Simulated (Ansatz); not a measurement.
# TaF3: a tetragonal deformation path

The task here is to estimate one member of a computed series from the others.

Program: Ansatz 0.2.0. Level of theory: DFT PBEsol, scalar-relativistic, plane waves, PAW. These are calculated values, not measurements.

### The structure to begin with

Symmetry: Pm-3m, No. 221, cubic system. Conventional cell: a = 3.901 Å, b = 3.901 Å, c = 3.901 Å, α = 90.00°, β = 90.00°, γ = 90.00°. Ta (site symmetry m-3m) has 6 F at 1.95 Å as nearest neighbours. F (site symmetry 4/mmm) has 2 Ta at 1.95 Å as nearest neighbours.

As a file:

```cif
data_structure
_symmetry_space_group_name_H-M 'P 1'
_symmetry_Int_Tables_number 1
_cell_length_a 3.9012
_cell_length_b 3.9012
_cell_length_c 3.9012
_cell_angle_alpha 90.000
_cell_angle_beta 90.000
_cell_angle_gamma 90.000
_cell_volume 59.37
loop_
_atom_site_label
_atom_site_type_symbol
_atom_site_fract_x
_atom_site_fract_y
_atom_site_fract_z
_atom_site_occupancy
Ta1 Ta 0.00000 0.00000 0.00000 1
F1 F 0.50000 0.00000 0.00000 1
F2 F 0.00000 0.50000 0.00000 1
F3 F 0.00000 0.00000 0.50000 1
```

No relaxation comes first: the listed cell is the starting point.

Set-up of the first run:

Input file input.yaml:

```yaml
crystal:
  lattice:
    - [3.9012, 0.0, 0.0]
    - [0.0, 3.9012, 0.0]
    - [0.0, 0.0, 3.9012]
  atoms:
    - { symbol: Ta, position: [0.0, 0.0, 0.0] }
    - { symbol: F, position: [0.5, 0.0, 0.0] }
    - { symbol: F, position: [0.0, 0.5, 0.0] }
    - { symbol: F, position: [0.0, 0.0, 0.5] }
basis:
  ecutwfc: 420
kpoints:
  mp_grid: { grid: [14, 14, 14] }
hamiltonian:
  xc: pbesol
scf:
  occupations: { method: gaussian, width: 0.15 }
output:
  forces: true
  stress: true
  eigenvalues: true
```

Among the steps run: The reference: the undisturbed cell on the scan's mesh; At ρ = 0.707; At ρ = 1.414; At ρ = 0.850; Point ρ = 1.200; ρ = 0.780.

One table of the session follows, with a row left open; its other results are not shown here.

The scan, with free energies counted from the undisturbed cell:

| ρ | ΔE (meV/atom) | pressure (GPa) |
| --- | --- | --- |
| 0.707 | 2435.5 | 80.2 |
| 0.780 | 1099.1 | 49.2 |
| 0.850 | 423.0 | 32.0 |
| 1.000 | 0.0 | 20.4 |
| 1.200 | ? | ? |
| 1.414 | 1339.0 | 60.8 |

**Question.** Estimate the row for ρ = 1.200.

Worked estimate for «ΔE (meV/atom)». A straight line through the neighbours (1.000, 0.0) and (1.414, 1339.0) gives 0.0 + (1339.0 − 0.0) × (1.200 − 1.000) / (1.414 − 1.000) = 646.9; a parabola fitted to 3 rows on both sides gives 187.4.

**Answer.** ΔE (meV/atom): 386.3; pressure (GPa): 32.1. In «ΔE (meV/atom)» the line misses by +260.6 and the parabola by -198.9.
